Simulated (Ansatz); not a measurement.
AlCo, space group Pm-3m: an all-electron equation of state, run with the Python package of Ansatz (0.2.0).

The script, `eos_lapw_alco.py`:
```python
'''All-electron equation of state of AlCo.'''

import ansatz as az
from ase.eos import EquationOfState
from ase.units import GPa
import numpy as np

VECTORS = np.array([
    [2.819403, 0.0, 0.0],
    [0.0, 2.819403, 0.0],
    [0.0, 0.0, 2.819403],
])
SITES = [
    ('Al', (0.0, 0.0, 0.0), 0.0),
    ('Co', (0.5, 0.5, 0.5), 2.5),
]


def build(cell):
    crystal = az.Crystal(lattice=az.Lattice.of(cell))
    for symbol, position, moment in SITES:
        crystal = crystal.atom(symbol, position, moment=moment or None)
    return crystal

volumes, energies = [], []
for scale in np.linspace(0.94, 1.06, 7):
    cell = VECTORS * scale ** (1 / 3)
    job = (
        build(cell).calculation()
        .functional('pbe')
        .occupations('fermi_dirac')  # the run then minimises F = E - TS
        .spin('collinear')  # two spin channels
        .kpoints(10, 10, 10)  # the mesh must be finer for metals
        .pseudopotentials('all_electron', lapw=True, basis_error=0.0005)
    )
    data = job.run(threads=1, pin='off').report
    volumes.append(abs(np.linalg.det(cell)) / len(SITES))
    energies.append(data['free_energy_ev'] / len(SITES))
    print(f'{scale:.3f} {volumes[-1]:9.4f} A^3/atom {energies[-1]:16.5f} eV/atom  (estimated basis error {1000 * data["lapw_basis_errors"]["total_ev_per_atom"]:.2f} meV/atom)')
v0, e0, bulk = EquationOfState(volumes, energies, eos='birchmurnaghan').fit()
print(f'V0 = {v0:.4f} A^3/atom, B0 = {bulk / GPa:.1f} GPa')
```

Its results, one of them left out:

| V (Å³/atom) | F less the lowest row shown (meV/atom) |
| --- | --- |
| 10.533 | 65.04 |
| 10.758 | 39.15 |
| 10.982 | 20.36 |
| 11.206 | 7.98 |
| 11.430 | 1.38 |
| 11.654 | 0.00 |
| 11.878 | ? |

What is the missing energy at 11.878 Å³ an atom?

A third-order Birch-Murnaghan fit, E = E0 + (9 V0 B0 / 16) [(t - 1)³ B' + (t - 1)² (6 - 4t)] with t = (V0/V)^(2/3), through the 6 rows shown gives V0 = 11.604 Å³, B0 = 178.5 GPa, B' = 4.24 and E0 = -0.12 meV. At V = 11.878 Å³, t = 0.98456, and the fit extrapolates to 3.34 meV. The run gave 3.33 meV, a miss of 0.01 meV.

Reading the output:
- The SCF didn't keep the moments it started from (some shrank, vanished or turned); what is printed is the state reached.
- For a metal this k-point mesh is coarse: on a finer one energies can move by several to tens of meV an atom and pressures by half a GPa or more, differences at one mesh by less.
- This cell is a computed structure, which may not be the phase found in nature.
- Timing: 3.1 min on 1 thread of Arm Neoverse V1 (shared host), peak memory 0.55 GiB.
